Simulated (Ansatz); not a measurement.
# GaCo: further runs on the relaxed cell

The task here is to estimate one member of a computed series from the others.

Method: DFT PBE, scalar-relativistic, plane waves, PAW, in Ansatz 0.2.0.

1 further run of the same task is left out (set aside as unsound or not needed).

## The starting structure

Symmetry: Pm-3m, No. 221, cubic system. The conventional cell has a = 2.882 Å, b = 2.882 Å, c = 2.882 Å, α = 90.00°, β = 90.00°, γ = 90.00°. Ga (site symmetry m-3m) is surrounded by 8 Co at 2.50 Å. Co (site symmetry m-3m) has 8 Ga at 2.50 Å as nearest neighbours.

Structure file:

```cif
data_structure
_symmetry_space_group_name_H-M 'Pm-3m'
_symmetry_Int_Tables_number 221
_cell_length_a 2.8818
_cell_length_b 2.8818
_cell_length_c 2.8818
_cell_angle_alpha 90.000
_cell_angle_beta 90.000
_cell_angle_gamma 90.000
_cell_volume 23.93
loop_
_atom_site_label
_atom_site_type_symbol
_atom_site_symmetry_multiplicity
_atom_site_Wyckoff_symbol
_atom_site_fract_x
_atom_site_fract_y
_atom_site_fract_z
_atom_site_occupancy
Ga1 Ga 1 b 0.50000 0.50000 0.50000 1
Co1 Co 1 a 0.00000 0.00000 0.00000 1
```

It is the result of an earlier relaxation at this level (volume 11.97 Å³/atom; gap on the mesh: none (metal), site moments up to 0.1 μB).

Set-up of the first run:

The input, input.yaml:

```yaml
crystal:
  lattice:
    - [2.8817644309, 0.0, 0.0]
    - [0.0, 2.8817644309, 0.0]
    - [0.0, 0.0, 2.8817644309]
  atoms:
    - { symbol: Ga, position: [0.5, 0.5, 0.5], spin: -0.01 }
    - { symbol: Co, position: [0.0, 0.0, 0.0], spin: 0.18 }
basis:
  ecutwfc: 420
kpoints:
  mp_grid: { grid: [14, 14, 14] }
  band_path:
    path:
      - [[0.0, 0.0, 0.0], [0.0, 0.5, 0.0], [0.5, 0.5, 0.0], [0.0, 0.0, 0.0], [0.5, 0.5, 0.5], [0.0, 0.5, 0.0]]
      - [[0.5, 0.5, 0.5], [0.5, 0.5, 0.0]]
    npoints: 14
hamiltonian:
  xc: pbe
scf:
  occupations: { method: gaussian, width: 0.1 }
  n_extra_bands: 6
output:
  forces: true
  stress: true
  eigenvalues: true
  populations: true
  dos: { projected: true, de: 0.02, nscf_kmesh: { grid: [21, 21, 21] } }
  bader: true
  write_density: true
  write_potential: true
  elf: true
  volumetric_format: npy
magnetization:
  spin_polarized: true
checkpoint:
  read: start.run
  write: ck
  compress: false
  write_wavefunctions: false
  write_every: 100000
```

Command:

```sh
$ ansatz run input.yaml --threads 1 --pin off --max-ram 2560MiB --backend cpu --events-out ev --progress --plain --runs-dir out
```

Steps of the session up to this table: Electronic structure at the relaxed geometry; Back to the database's cell; Point at V/V0 = 0.97; Volume × 1.03; The cell scaled to 0.94 of its volume; The cell scaled to 1.06 of its volume; Volume × 0.91; Volume × 1.10; Volume × 0.88.

One of the session's tables, all rows but one given; the rest of the session is left out.

It belongs to the step «Energy against volume». 

```
volume (Å³/atom)  energy above the lowest point (meV/atom)  pressure (GPa)  largest moment (μB)
          10.530                                     120.2           30.43                 0.00
          10.889                                      63.3           20.74                 0.00
          11.248                                      26.3           12.60                 0.00
          11.607                                       6.1            5.74                 0.00
          11.966                                       0.0            0.00                 0.09
          12.325                                       5.6           -4.79                 0.15
          12.684                                         ?               ?                    ?
          13.162                                      54.3          -13.19                 0.26
```

Q: Estimate the row for volume (Å³/atom) = 12.684 from the others.

Worked estimate for «energy above the lowest point (meV/atom)». A straight line through the neighbours (12.325, 5.6) and (13.162, 54.3) gives 5.6 + (54.3 − 5.6) × (12.684 − 12.325) / (13.162 − 12.325) = 26.5; a parabola fitted to 3 rows on both sides gives 20.4.

As computed: energy above the lowest point (meV/atom): 21.0; pressure (GPa): -8.82; largest moment (μB): 0.20. In «energy above the lowest point (meV/atom)» the line misses by +5.5 and the parabola by -0.6.

Caveats from the session: Warnings in the runs' records: seeded moment not kept, stability check not made.
